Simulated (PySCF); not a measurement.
# PbCl2(NH3): other functionals and bases at one geometry

An exercise on one series of results from a longer session: the logs are not shown, and one member is left open.

Computed with PySCF 2.14.0. Level: several levels, as the steps say, no spin–orbit coupling.

3 further runs of the same task are left out: 2 for a known fault of the program, 1 that didn't finish. Runs told in other sessions of the task aren't counted.

**Where the work starts**

7 atoms, charge 0, spin multiplicity 1.

Bond lengths: Pb1–Cl2 2.560 Å, Pb1–Cl3 2.560 Å, Pb1–N4 2.526 Å, N4–H5 1.028 Å, N4–H6 1.033 Å, N4–H7 1.033 Å. Angles: Cl2–Pb1–Cl3 100.8°, Cl2–Pb1–N4 79.8°, Cl3–Pb1–N4 79.8°, Pb1–N4–H5 128.7°, Pb1–N4–H6 99.5°, Pb1–N4–H7 99.5°, H5–N4–H6 109.7°, H5–N4–H7 109.7°, H6–N4–H7 107.8°.

Geometry (Å):

| atom | x (Å) | y (Å) | z (Å) |
| --- | --- | --- | --- |
| Pb1 | -0.00359 | -0.00622 | 1.13716 |
| Cl2 | 1.80820 | -0.81463 | -0.48091 |
| Cl3 | -1.60956 | 1.15866 | -0.48091 |
| N4 | -1.16349 | -2.01517 | 0.13747 |
| H5 | -1.61748 | -2.80149 | 0.61955 |
| H6 | -1.84939 | -1.53383 | -0.46618 |
| H7 | -0.40369 | -2.36852 | -0.46618 |

Formal oxidation states: Pb +2. An earlier session relaxed this geometry at PBE, Pb def2-SVP with ECP60, Cl def2-SVP, N def2-SVP, H def2-SVP (singlet, point group Cs).

At PBE on the finer grid: E = -1169.221425 Eh, HOMO -6.13 eV, LUMO -2.02 eV, Mulliken charge on Pb1 +0.57 e, largest force component 0.009 eV/Å. 

Levels to run: revPBE; BLYP; wB97X; HF; PBE, TZVP; PBE, x2c-SVP. Hardware: 2 threads of Arm Neoverse V1, shared host.

The first run:

run.py (the lines that set the calculation) reads:

```python
mol = gto.M(atom='''
Pb    -0.00359    -0.00622     1.13716
Cl     1.80820    -0.81463    -0.48091
Cl    -1.60956     1.15866    -0.48091
N     -1.16349    -2.01517     0.13747
H     -1.61748    -2.80149     0.61955
H     -1.84939    -1.53383    -0.46618
H     -0.40369    -2.36852    -0.46618''',
    basis={'Pb': 'def2-SVP', 'Cl': 'def2-SVP', 'N': 'def2-SVP', 'H': 'def2-SVP'},
    ecp={'Pb': 'def2-SVP'},
    charge=0, spin=0)
mf = dft.RKS(mol, xc='PBE_R,PBE')
mf.grids.atom_grid = (75, 302)
mf = mf.density_fit()  # fitting sets: Pb def2-universal-JKFIT, Cl def2-universal-JKFIT, N def2-universal-JKFIT, H def2-universal-JKFIT
mf.conv_tol = 1e-08; mf.max_cycle = 55
mf.kernel(dm0)  # dm0: the density of the relaxed state
```

Started as:

```console
> OMP_NUM_THREADS=2 python run.py
```

Steps of the session up to this table: revPBE; BLYP; wB97X; HF; PBE, TZVP; PBE, x2c-SVP.

One table of the session follows, with a row left open; its other results are not shown here.

| level | HOMO (eV) | gap (eV) | charge on Pb1 (e) | dipole (D) | largest force component (eV/Å) |
| --- | --- | --- | --- | --- | --- |
| PBE (relaxed here) | -6.13 | 4.11 | 0.57 | 5.37 | 0.01 |
| revPBE | -6.10 | 4.16 | 0.60 | 5.42 | 0.20 |
| BLYP | -5.90 | 3.99 | 0.55 | 5.25 | 0.33 |
| wB97X | -9.49 | 9.90 | 0.72 | 5.84 | 0.33 |
| HF | ? | ? | ? | ? | ? |
| PBE, TZVP | -6.49 | 4.19 | 0.76 | 5.56 | 0.23 |
| PBE, x2c-SVP | -6.13 | 4.09 | 0.59 | 5.34 | 0.58 |

Q: Estimate the row for HF from the others.

**Answer.** HOMO (eV): -9.86; gap (eV): 11.12; charge on Pb1 (e): 0.93; dipole (D): 6.07; largest force component (eV/Å): 0.89. In the column «HOMO (eV)» it is the lowest.

In one basis the HOMO–LUMO gap runs from 3.99 eV (BLYP) to 11.12 eV (HF). The largest leftover force, 0.89 eV/Å with HF, stands at a geometry relaxed at another level. Total energies of different levels can't be compared.
